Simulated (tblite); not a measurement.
# C5H9BBrF: the cost of one run

Programs: tblite 0.8.0 and PySCF 2.14.0, with density-fitted response routines of our own. Each step states its level of theory. These are calculated values for one molecule in the gas phase, unless marked as measured. Atoms are numbered from 0 throughout.

## (1) Starting geometry

17 atoms, charge 0, multiplicity 1; geometry from: force field or distance geometry start.

Bonds of the start (Å): C0–C1 1.34, C1–C2 1.47, C2–F3 1.41, C1–C4 1.48, C4–C5 1.52, C4–B6 1.60, B6–Br7 2.03, C0–H8 1.09, C0–H9 1.10, C2–H10 1.12, C2–H11 1.09, C4–H12 1.11, C5–H13 1.09, C5–H14 1.11, C5–H15 1.12, B6–H16 1.18.

## (2) Geometry optimisation with GFN2-xTB

What the job is given:

```
{"job": {"kind": "relax", "xc": "GFN2-xTB", "basis": "xTB"}, "charge": 0, "multiplicity": 1}
C     -1.545400     0.349900     1.403900
C     -0.812400    -0.034800     0.344800
C     -1.379100    -0.899100    -0.703300
F     -1.279300    -0.158500    -1.903800
C      0.603700     0.369500     0.238700
C      1.552100    -0.817700     0.190300
B      0.851700     1.351900    -1.003000
Br     2.040200     2.959600    -0.672900
H     -1.139300     0.978900     2.195400
H     -2.598600     0.033300     1.474500
H     -2.481400    -0.961500    -0.502500
H     -0.906500    -1.876200    -0.820600
H      0.883700     0.953400     1.142600
H      1.324900    -1.539800    -0.600000
H      1.520500    -1.261800     1.205500
H      2.579300    -0.381900     0.107200
H      0.779000     0.946900    -2.106600
```

Command:

```
OMP_NUM_THREADS=1 python probes_run.py task.json out
```

One launch serves the whole session: the jobs run in the order shown.

**Question.** How long does this first job take on 1 thread of AMD EPYC, shared host, and how much memory does it need?

About 3.5 s, with a peak of 0.18 GiB.
